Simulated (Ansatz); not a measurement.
# BiOs (zincblende): equation of state and elastic constants

An exercise on one series of results from a longer session: the logs are not shown, and one member is left open.

Program: Ansatz 0.2.0. Level of theory: DFT PBEsol, scalar-relativistic, plane waves, PAW. These are calculated values, not measurements.

**The structure to begin with**

The structure is cubic, space group F-43m (No. 216). The conventional cell has a = 6.051 Å, b = 6.051 Å, c = 6.051 Å, α = 90.00°, β = 90.00°, γ = 90.00°. Os (site symmetry -43m) is surrounded by 4 Bi at 2.62 Å. Bi (site symmetry -43m) is surrounded by 4 Os at 2.62 Å.

As a file:

```
CELL_PARAMETERS angstrom
0.00000 3.02533 3.02533
3.02533 0.00000 3.02533
3.02533 3.02533 0.00000
ATOMIC_POSITIONS crystal
Os 0.00000 0.00000 0.00000
Bi 0.25000 0.25000 0.25000
```

An earlier run at PBEsol left this cell at 27.690 Å³/atom and 0.00 GPa (10×10×10 mesh).

Volume factors to run: 0.980, 1.020, 0.960, 1.040.

Set-up of the first run:

File input.yaml:

```yaml
crystal:
  lattice:
    - [0.0, 3.0050299075, 3.0050299075]
    - [3.0050299075, 0.0, 3.0050299075]
    - [3.0050299075, 3.0050299075, 0.0]
  atoms:
    - { symbol: Os, position: [0.0, 0.0, 0.0] }
    - { symbol: Bi, position: [0.25, 0.25, 0.25] }
basis:
  ecutwfc: 420
  ecutrho_ratio: 4
kpoints:
  mp_grid: { grid: [10, 10, 10] }
hamiltonian:
  xc: pbesol
scf:
  occupations: { method: gaussian, width: 0.05 }
output:
  forces: true
  stress: true
  eigenvalues: true
```

Started as:

```sh
$ ansatz run input.yaml --threads 4 --pin off --max-ram 4096MiB --backend cpu --events-out ev --progress --plain --runs-dir out
```

Steps of the session up to this table: Scaling the volume by 0.980; Volume × 1.020; Volume × 0.960; Volume × 1.040.

One table of the session follows, with a row left open; its other results are not shown here.

It belongs to the step «The fit». 

| volume (Å³/atom) | energy (meV/atom) | pressure (GPa) |
| --- | --- | --- |
| 26.582 | 15.21 | 4.58 |
| 27.136 | ? | ? |
| 27.690 | 0.00 | 0.00 |
| 28.244 | 3.37 | -1.91 |
| 28.797 | 12.98 | -3.61 |

Estimate the missing values for volume (Å³/atom) = 27.136.

Worked estimate for «energy (meV/atom)». A straight line through the neighbours (26.582, 15.21) and (27.690, 0.00) gives 15.21 + (0.00 − 15.21) × (27.136 − 26.582) / (27.690 − 26.582) = 7.61; a parabola fitted to 3 rows on both sides gives 3.95.

As computed: energy (meV/atom): 3.66; pressure (GPa): 2.16. In «energy (meV/atom)» the line misses by +3.95 and the parabola by +0.29.
